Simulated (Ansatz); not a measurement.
# Si12H6C: the cost of one run

Program: Ansatz 0.2.0. Level of theory: DFT PBE, scalar-relativistic, plane waves, PAW. These are calculated values, not measurements.

### 1 The starting structure

Symmetry: Pm, No. 6, monoclinic system. Conventional cell: a = 7.681 Å, b = 7.681 Å, c = 22.809 Å, α = 90.00°, β = 90.00°, γ = 90.00°. Si (site symmetry m) has 3 Si at 2.42 to 2.53 Å and 1 C at 2.62 Å and 2 H at 2.66 Å as nearest neighbours. Around Si (site symmetry m) lie 3 Si at 2.20 to 2.42 Å. Around Si (site symmetry m) lie 3 Si at 2.20 to 2.42 Å and 1 C at 2.22 Å. Si (site symmetry m) has 3 Si at 2.42 to 2.53 Å as nearest neighbours. Around Si (site symmetry 1) lie 4 Si at 2.20 to 2.53 Å. Around Si (site symmetry 1) lie 4 Si at 2.35 Å. Only part of the 26 independent sites is listed.

Coordinates:

```xyz
38
Lattice="7.6806 0.0000 0.0000 0.0000 7.6806 0.0000 0.0000 0.0000 22.8087" Properties=species:S:1:pos:R:3 pbc="T T T"
Si    0.7600    0.0000   15.3087
Si    0.7600    3.8403   14.6088
Si    3.0803    0.0000   14.6088
Si    3.0803    3.8403   15.3087
Si    0.0000    1.9201   13.8510
Si    0.0000    5.7604   13.8510
Si    3.8403    1.9201   13.8510
Si    3.8403    5.7604   13.8510
Si    1.9201    1.9201   12.4932
Si    1.9201    5.7604   12.4932
Si    5.7604    1.9201   12.4932
Si    5.7604    5.7604   12.4932
Si    1.9201    0.0000   11.1355
Si    1.9201    3.8403   11.1355
Si    5.7604    0.0000   11.1355
Si    5.7604    3.8403   11.1355
Si    0.0000    0.0000    9.7778
Si    0.0000    3.8403    9.7778
Si    3.8403    0.0000    9.7778
Si    3.8403    3.8403    9.7778
Si    0.0000    1.9201    8.4200
Si    0.0000    5.7604    8.4200
Si    3.8403    1.9201    8.4200
Si    3.8403    5.7604    8.4200
H    -1.1600    1.9201    7.5000
H     1.1600    1.9201    7.5000
H    -1.1600    5.7604    7.5000
H     1.1600    5.7604    7.5000
H     2.6803    1.9201    7.5000
H     5.0003    1.9201    7.5000
H     2.6803    5.7604    7.5000
H     5.0003    5.7604    7.5000
C     2.5603    0.0000   17.2087
C     3.8003    0.0000   16.7088
H     2.0303    0.9200   17.4588
H     2.0303   -0.9200   17.4588
H     4.3803    0.9200   16.6587
H     4.3803   -0.9200   16.6587
```

### 2 Relaxing the atoms: Si24H12C2 slab, no spin

input.yaml

```yaml
crystal:
  lattice:
    - [7.6805938572, 0.0, 0.0]
    - [0.0, 7.6805938572, 0.0]
    - [0.0, 0.0, 22.80875]
  atoms:
    - { symbol: Si, position: [0.098950682, 0.0, 0.6711788239] }
    - { symbol: Si, position: [0.098950682, 0.5, 0.6404888475] }
    - { symbol: Si, position: [0.401049318, 0.0, 0.6404888475] }
    - { symbol: Si, position: [0.401049318, 0.5, 0.6711788239] }
    - { symbol: Si, position: [0.0, 0.25, 0.607266948] }
    - { symbol: Si, position: [0.0, 0.75, 0.607266948] }
    - { symbol: Si, position: [0.5, 0.25, 0.607266948] }
    - { symbol: Si, position: [0.5, 0.75, 0.607266948] }
    - { symbol: Si, position: [0.25, 0.25, 0.5477393544] }
    - { symbol: Si, position: [0.25, 0.75, 0.5477393544] }
    - { symbol: Si, position: [0.75, 0.25, 0.5477393544] }
    - { symbol: Si, position: [0.75, 0.75, 0.5477393544] }
    - { symbol: Si, position: [0.25, 0.0, 0.4882117608] }
    - { symbol: Si, position: [0.25, 0.5, 0.4882117608] }
    - { symbol: Si, position: [0.75, 0.0, 0.4882117608] }
    - { symbol: Si, position: [0.75, 0.5, 0.4882117608] }
    - { symbol: Si, position: [0.0, 0.0, 0.4286841673] }
    - { symbol: Si, position: [0.0, 0.5, 0.4286841673] }
    - { symbol: Si, position: [0.5, 0.0, 0.4286841673] }
    - { symbol: Si, position: [0.5, 0.5, 0.4286841673] }
    - { symbol: Si, position: [0.0, 0.25, 0.3691565737] }
    - { symbol: Si, position: [0.0, 0.75, 0.3691565737] }
    - { symbol: Si, position: [0.5, 0.25, 0.3691565737] }
    - { symbol: Si, position: [0.5, 0.75, 0.3691565737] }
    - { symbol: H, position: [-0.1510299882, 0.25, 0.3288211761] }
    - { symbol: H, position: [0.1510299882, 0.25, 0.3288211761] }
    - { symbol: H, position: [-0.1510299882, 0.75, 0.3288211761] }
    - { symbol: H, position: [0.1510299882, 0.75, 0.3288211761] }
    - { symbol: H, position: [0.3489700118, 0.25, 0.3288211761] }
    - { symbol: H, position: [0.6510299882, 0.25, 0.3288211761] }
    - { symbol: H, position: [0.3489700118, 0.75, 0.3288211761] }
    - { symbol: H, position: [0.6510299882, 0.75, 0.3288211761] }
    - { symbol: C, position: [0.3333462199, 0.0, 0.7544801885] }
    - { symbol: C, position: [0.4947920694, 0.0, 0.7325587768] }
    - { symbol: H, position: [0.264341139, 0.1197824045, 0.7654408944] }
    - { symbol: H, position: [0.264341139, -0.1197824045, 0.7654408944] }
    - { symbol: H, position: [0.5703070635, 0.1197824045, 0.7303666356] }
    - { symbol: H, position: [0.5703070635, -0.1197824045, 0.7303666356] }
scf:
  occupations: { method: gaussian, width: 0.05 }
output:
  forces: true
  write_density: true
  write_potential: true
  elf: true
  volumetric_format: npy
hamiltonian:
  xc: pbe
kpoints:
  mp_grid: { grid: [3, 3, 1] }
efield:
  axis: 3
  dipole_correction: true
relax:
  f_tol: 0.015
  max_steps: 80
  constraints: [{ sites: [20, 21, 22, 23, 24, 25, 26, 27, 28, 29, 30, 31] }]
```

Command:

```bash
$ ansatz run input.yaml --threads 8 --pin off --max-ram 12288MiB --backend cpu --events-out ev --progress --plain --runs-dir out
```

**Question.** How long does this run take on 8 threads of Arm Neoverse V1, shared host, and how much memory does it need?

About 1.7 min, with a peak of 2.7 GiB.
